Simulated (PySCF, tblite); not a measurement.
# H₉NOSi₄, a small gas-phase stand-in for a defect centre: NMR shifts, core binding energies and electronic excitations, part 2 of 2

tblite 0.8.0 and PySCF 2.14.0. Atoms count from 0, parts from 1.

## (5) Core-electron binding energies: SCAN, X2C

The job: settings as JSON, then the geometry in Å.

```
{"job": {"kind": "xps", "holes": 5}, "charge": 0, "multiplicity": 1}
Si    -1.443716    -0.311615    -0.442224
O     -1.107665     0.491657     0.999963
Si    -1.773551     1.182163     2.363900
N      0.211790    -0.503308    -0.963496
Si     0.588576    -1.314240    -2.482252
Si     1.532042     0.109334     0.053687
H     -3.261987     1.055766     2.334668
H     -1.239159     0.485440     3.568461
H     -1.397170     2.623682     2.409584
H      1.425793    -2.528540    -2.246989
H      1.327326    -0.402218    -3.405663
H     -0.705638    -1.717221    -3.109508
H      1.471279     1.589618     0.216289
H      1.563897    -0.553167     1.388318
H      2.797271    -0.232718    -0.670069
```

Method: delta-SCF UKS SCAN, pcX-2 on the ionised atom, pcseg-1 elsewhere, spin-free X2C.

What it wrote:

```text
ground state, core basis on atom 0 (Si), 187 functions
  cycle   1  E = -1295.57085320  |g| = 8.76e-01
  cycle   2  E = -1294.80027859  |g| = 2.05e+00
  cycle   3  E = -1295.71657032  |g| = 1.94e-01
  cycle   4  E = -1295.71909512  |g| = 1.73e-01
  cycle   5  E = -1295.72574557  |g| = 3.40e-02
  cycle   6  E = -1295.72609249  |g| = 4.83e-03
  cycle   7  E = -1295.72610251  |g| = 1.66e-03
  cycle   8  E = -1295.72610242  |g| = 3.90e-04
  E(ground) = -1295.81810360 Eh
hole in Si 2p of atom 0
  cycle   1  E = -1291.43175123  |g| = 1.23e+00
  cycle   2  E = -1290.23629720  |g| = 1.60e+00
  cycle   3  E = -1291.56331810  |g| = 4.75e-01
  cycle   4  E = -1291.70636694  |g| = 3.23e-01
  cycle   5  E = -1291.73334188  |g| = 2.40e-01
  cycle   6  E = -1291.75975152  |g| = 7.54e-02
  cycle   7  E = -1291.76217173  |g| = 2.54e-02
  cycle   8  E = -1291.76244673  |g| = 4.22e-03
  cycle   9  E = -1291.76246660  |g| = 1.75e-03
  cycle  10  E = -1291.76247318  |g| = 9.86e-04
  cycle  11  E = -1291.76247929  |g| = 5.09e-04
  cycle  12  E = -1291.76248153  |g| = 1.53e-04
  E(ion) = -1291.86508486 Eh   <S^2> = 0.7669   hole on atom = 1.003   binding energy = 107.567 eV
  2p3/2 = 107.268 eV   2p1/2 = 107.902 eV
ground state, core basis on atom 1 (O), 176 functions
  cycle   1  E = -1295.65572783  |g| = 1.14e-01
  cycle   2  E = -1295.65176428  |g| = 1.60e-01
  cycle   3  E = -1295.65602746  |g| = 5.73e-02
  cycle   4  E = -1295.65663446  |g| = 8.80e-03
  cycle   5  E = -1295.65665209  |g| = 2.97e-03
  cycle   6  E = -1295.65665877  |g| = 6.28e-04
  cycle   7  E = -1295.65665575  |g| = 1.26e-04
  E(ground) = -1295.78708504 Eh
hole in O 1s of atom 1
  cycle   1  E = -1275.04421287  |g| = 2.24e+00
  cycle   2  E = -1274.34622387  |g| = 2.31e+00
  cycle   3  E = -1275.77731151  |g| = 5.27e-01
  cycle   4  E = -1275.67804941  |g| = 6.26e-01
  cycle   5  E = -1275.89058740  |g| = 1.09e-01
  cycle   6  E = -1275.89633388  |g| = 2.12e-02
  cycle   7  E = -1275.89661156  |g| = 5.71e-03
  cycle   8  E = -1275.89663359  |g| = 1.23e-03
  cycle   9  E = -1275.89663593  |g| = 3.97e-04
  E(ion) = -1276.02733114 Eh   <S^2> = 0.7633   hole on atom = 1.000   binding energy = 537.690 eV
ground state, core basis on atom 2 (Si), 187 functions
  cycle   1  E = -1295.71928112  |g| = 3.09e-01
  cycle   2  E = -1295.71175444  |g| = 2.29e-01
  cycle   3  E = -1295.71161706  |g| = 2.23e-01
  cycle   4  E = -1295.72148048  |g| = 2.58e-02
  cycle   5  E = -1295.72160123  |g| = 1.09e-02
  cycle   6  E = -1295.72163162  |g| = 1.59e-03
  cycle   7  E = -1295.72163184  |g| = 2.89e-04
  E(ground) = -1295.81379849 Eh
hole in Si 2p of atom 2
  cycle   1  E = -1291.42775098  |g| = 1.23e+00
  cycle   2  E = -1289.71944474  |g| = 1.62e+00
  cycle   3  E = -1291.33695503  |g| = 8.08e-01
  cycle   4  E = -1291.69996843  |g| = 2.84e-01
  cycle   5  E = -1291.73507239  |g| = 1.76e-01
  cycle   6  E = -1291.74589652  |g| = 6.63e-02
  cycle   7  E = -1291.74776718  |g| = 2.24e-02
  cycle   8  E = -1291.74798933  |g| = 6.20e-03
  cycle   9  E = -1291.74801504  |g| = 1.39e-03
  cycle  10  E = -1291.74801562  |g| = 3.36e-04
  E(ion) = -1291.85150022 Eh   <S^2> = 0.7516   hole on atom = 1.003   binding energy = 107.820 eV
  2p3/2 = 107.568 eV   2p1/2 = 108.194 eV
ground state, core basis on atom 3 (N), 176 functions
  cycle   1  E = -1295.63871015  |g| = 7.46e-02
  cycle   2  E = -1295.63875122  |g| = 2.22e-02
  cycle   3  E = -1295.63865462  |g| = 3.29e-02
  cycle   4  E = -1295.63886890  |g| = 7.56e-03
  cycle   5  E = -1295.63888315  |g| = 5.98e-04
  cycle   6  E = -1295.63888527  |g| = 2.91e-04
  E(ground) = -1295.77051365 Eh
hole in N 1s of atom 3
  cycle   1  E = -1280.05680563  |g| = 1.88e+00
  cycle   2  E = -1278.93781082  |g| = 2.32e+00
  cycle   3  E = -1280.69274364  |g| = 5.16e-01
  cycle   4  E = -1280.70544473  |g| = 4.77e-01
  cycle   5  E = -1280.79498263  |g| = 1.39e-01
  cycle   6  E = -1280.80303108  |g| = 1.10e-02
  cycle   7  E = -1280.80310630  |g| = 4.48e-03
  cycle   8  E = -1280.80312290  |g| = 1.25e-03
  cycle   9  E = -1280.80312455  |g| = 5.43e-04
  cycle  10  E = -1280.80312439  |g| = 3.40e-04
  E(ion) = -1280.93237266 Eh   <S^2> = 0.7691   hole on atom = 1.000   binding energy = 403.766 eV
ground state, core basis on atom 4 (Si), 187 functions
  cycle   1  E = -1295.71799245  |g| = 2.89e-01
  cycle   2  E = -1295.71771880  |g| = 6.27e-02
  cycle   3  E = -1295.71630035  |g| = 9.45e-02
  cycle   4  E = -1295.71824393  |g| = 2.14e-02
  cycle   5  E = -1295.71835289  |g| = 3.83e-03
  cycle   6  E = -1295.71835668  |g| = 1.05e-03
  cycle   7  E = -1295.71835026  |g| = 1.02e-04
  E(ground) = -1295.81055166 Eh
hole in Si 2p of atom 4
  cycle   1  E = -1291.43688203  |g| = 1.23e+00
  cycle   2  E = -1290.23121001  |g| = 1.57e+00
  cycle   3  E = -1291.44965456  |g| = 7.09e-01
  cycle   4  E = -1291.72835801  |g| = 2.71e-01
  cycle   5  E = -1291.75103620  |g| = 1.65e-01
  cycle   6  E = -1291.76297811  |g| = 4.56e-02
  cycle   7  E = -1291.76395923  |g| = 1.75e-02
  cycle   8  E = -1291.76408837  |g| = 4.60e-03
  cycle   9  E = -1291.76409606  |g| = 1.01e-03
  cycle  10  E = -1291.76409943  |g| = 2.63e-04
  E(ion) = -1291.86644671 Eh   <S^2> = 0.7518   hole on atom = 1.002   binding energy = 107.325 eV
  2p3/2 = 107.096 eV   2p1/2 = 107.720 eV
```

It took 59 s on 1 thread of Arm Neoverse V1, shared host; peak memory 0.7 GiB.

Binding energies by hole, beside the orbital energy of the ground state; the difference holds orbital relaxation and, for a density functional, its self-interaction error:

```csv
hole,stands for,environment,ΔSCF (eV; 2p as the shell's mean),−ε (eV),⟨S²⟩
Si2p on Si0,Si0,"silicon bonded to N, O",107.48,96.8,0.767
O1s on O1,O1,oxygen bonded to 2 Si,537.69,516.9,0.763
Si2p on Si2,Si2,"silicon bonded to O, 3 H",107.78,96.9,0.752
N1s on N3,N3,nitrogen bonded to 3 Si,403.77,385.9,0.769
Si2p on Si4,Si4,"silicon bonded to N, 3 H",107.30,96.6,0.752
```

With the spin-orbit splitting: Si0 2p3/2 107.27, 2p1/2 107.90 eV; Si2 2p3/2 107.57, 2p1/2 108.19 eV; Si4 2p3/2 107.10, 2p1/2 107.72 eV. The table gives each 2p level as the mean over the whole 2p shell (two parts 2p3/2, one part 2p1/2), which differs a little from the single hole in the log.

## (6) TDDFT and polarisability: CAM-B3LYP/def2-SVPD

Settings changed since step 5:

```diff
@@ -1,2 +1,2 @@
-{"job": {"kind": "xps", "holes": 5}, "charge": 0, "multiplicity": 1}
+{"job": {"kind": "uv", "xc": "CAM-B3LYP", "basis": "def2-SVPD", "nstates": 6, "ntriplets": 2, "ip": true}, "charge": 0, "multiplicity": 1}
 Si    -1.443716    -0.311615    -0.442224
```

Method: TDDFT CAM-B3LYP/def2-SVPD, vertical, gas phase, core orbitals frozen in the response.

What it wrote:

```text
coarse grid: 14224 points
cycle   1  E = -1292.6758263487  dE =  1.054e-01  |g| = 8.272e-01  |ddm| = 4.428e+00
cycle   2  E = -1292.5084818545  dE =  1.673e-01  |g| = 1.245e+00  |ddm| = 1.898e+00
cycle   3  E = -1292.8129875952  dE = -3.045e-01  |g| = 7.933e-02  |ddm| = 1.066e+00
cycle   4  E = -1292.8138910128  dE = -9.034e-04  |g| = 5.725e-02  |ddm| = 1.841e-01
cycle   5  E = -1292.8145584487  dE = -6.674e-04  |g| = 1.206e-02  |ddm| = 6.636e-02
cycle   6  E = -1292.8145981539  dE = -3.971e-05  |g| = 1.092e-03  |ddm| = 2.117e-02
cycle   7  E = -1292.8145988163  dE = -6.624e-07  |g| = 4.170e-04  |ddm| = 5.110e-03
final grid: 118256 points
cycle   8  E = -1292.9842902767  dE = -5.979e-06  |g| = 1.541e-03  |ddm| = 3.329e-02
cycle   9  E = -1292.9842897599  dE =  5.167e-07  |g| = 2.222e-03  |ddm| = 5.082e-03
cycle  10  E = -1292.9842908079  dE = -1.048e-06  |g| = 1.010e-04  |ddm| = 2.046e-03
cycle  11  E = -1292.9842908102  dE = -2.332e-09  |g| = 6.188e-05  |ddm| = 3.664e-04
cycle  12  E = -1292.9842908110  dE = -7.733e-10  |g| = 2.172e-05  |ddm| = 9.071e-05
converged SCF energy = -1292.9842908110

Static polarisability (au): isotropic 119.699, principal 98.877 117.733 142.487

Singlet excitations
state   eV       nm        f      main configurations
  1   4.6654    265.8   0.06447   H->L 0.98
  2   5.9166    209.6   0.04379   H-1->L 0.89
  3   6.2808    197.4   0.22037   H->L+1 0.89
  4   6.6713    185.8   0.12336   H->L+2 0.91
  5   6.9488    178.4   0.00038   H-1->L+2 0.71, H-1->L+1 0.22
  6   7.1794    172.7   0.13799   H->L+3 0.82

Triplet excitations (Tamm-Dancoff, eV): 2.8906 5.0673
Vertical ionisation energy (delta-SCF) = 9.0077 eV
Vertical electron affinity (delta-SCF) = -0.1524 eV
```

Run time: 2.9 min. Hardware: 1 thread of Arm Neoverse V1, shared host; peak memory 1.2 GiB.

Frontier orbitals and where they lie:

```csv
orbital,eV,atoms
HOMO−3,-10.67,"O1 27 %, Si2 25 %, H8 17 %"
HOMO−2,-10.63,"Si5 19 %, O1 17 %, H14 16 %"
HOMO−1,-9.36,"N3 46 %, Si4 11 %, Si5 9 %"
HOMO,-8.30,"Si0 60 %, O1 18 %, N3 13 %"
LUMO,-0.39,"Si0 60 %, O1 17 %, N3 14 %"
LUMO+1,0.75,"Si2 25 %, Si0 18 %, O1 10 %"
LUMO+2,0.91,"Si5 20 %, Si4 18 %, Si0 15 %"
```

With each of the 6 states as a Gaussian band of 0.4 eV half-width at 1/e, the curve within the window shown has maxima at 266 nm (ε 2,600), 195 nm (ε 12,000) L/(mol cm). Beyond the last state computed it falls off for lack of states. The curve at chosen wavelengths:

nm, ε (L/mol/cm) and a bar:
```
      166       3272 ########
      172       6352 ################
      177       7433 ###################
      183       8581 ######################
      188      10315 ##########################
      194      11861 ##############################
      199      11315 #############################
      205       8526 #####################
      210       5695 ##############
      216       3000 #######
      222       1384 ###
      227        693 #
      233        401 
      238        485 #
      244        888 ##
      249       1392 ###
      255       2029 #####
      261       2484 ######
      266       2610 ######
      272       2442 ######
      277       2104 #####
      283       1595 ###
      288       1177 ##
      294        758 #
      299        496 #
      305        281
```

Further results of this job:

```csv
property,computed
dipole moment (D),0.46
polarisability (Å³),17.74
HOMO–LUMO gap (eV),7.91
−ε(HOMO) (eV),8.30
```

## (7) Summary of results

What follows sums up all 2 parts.

| quantity | value |
| --- | --- |
| rotational constants (main isotopes) | 3.13, 0.79, 0.64 GHz |
| $^{1}$H shifts against TMS (PBE0/pcSseg-1, means over atoms taken as alike) | 5.34, 5.13, 5.13, 5.04, 4.87, 4.87, 4.61, 4.50 ppm |
| $^{29}$Si shifts against TMS (PBE0/pcSseg-1) | 138.0, -39.8, -56.8, -60.8 ppm |
| $^{17}$O shifts against H2O (PBE0/pcSseg-1) | 180.5 ppm |
| $^{15}$N shifts against NH3 (PBE0/pcSseg-1) | 119.2 ppm |
| potential on the surface of density 0.002 e/bohr³, 1st and 99th percentile | -0.63 V and 1.30 V |
| Si2p binding energies, SCAN/pcX-2 (standing for 3 of 4 atoms) | Si2 107.78, Si0 107.48, Si4 107.30 eV |
| O1s binding energies, SCAN/pcX-2 | O1 537.69 eV |
| N1s binding energies, SCAN/pcX-2 | N3 403.77 eV |
| lowest singlet (CAM-B3LYP/def2-SVPD) | 4.67 eV (266 nm), f = 0.064 |
| brightest single state of those computed | state 3, 6.28 eV, f = 0.220 |
| lowest triplet | 2.89 eV |
| vertical ionisation energy (ΔSCF) | 9.01 eV |
| vertical electron affinity (ΔSCF) | -0.15 eV (unbound: the value hangs on the basis) |

What this shows: The start of the PBE0/def2-SVP relaxation was shaken at random by about 0.01 Å, so part of the energy gained, and of the first lengths quoted, undoes that. The optimisation took 26 steps and gained 0.564 eV; among the close pairs (by a distance rule), N3–Si5 changed most, from 1.712 to 1.776 Å (PBE0/def2-SVP). Hydrogens of an XH3 group are listed apart at this fixed geometry; free rotation makes them one line at their mean. At PBE0/pcSseg-1: Shielding is most anisotropic at Si0 (span 521 ppm, paramagnetic term -666 ppm). By nearest atom (PBE0/pcSseg-1), the HOMO sits on Si0 67 %; O1 13 % and the LUMO on Si0 72 %; N3 11 %. At SCAN/pcX-2: The Si2p levels kept as sound span 0.47 eV, from Si4 (silicon bonded to N, 3 H) up to Si2 (silicon bonded to O, 3 H). Only 3 of the 4 Si atoms are covered by sound results. The first singlet state (HOMO→LUMO 0.98) lies at 4.67 eV and is bright; of the 6 states computed, the strongest absorption comes from state 3 at 6.28 eV (the last state computed absorbs too, and its partners may lie past the list). The lowest triplet lies 1.77 eV below the lowest singlet (triplets in Tamm-Dancoff, singlets in full TDDFT). ΔSCF puts the ionisation energy at 9.01 eV, 0.71 eV above −ε(HOMO). A capped cluster stands for the solid here, so long-range fields and strain are missing, and bands or shifts of the capping hydrogens have no counterpart in it.
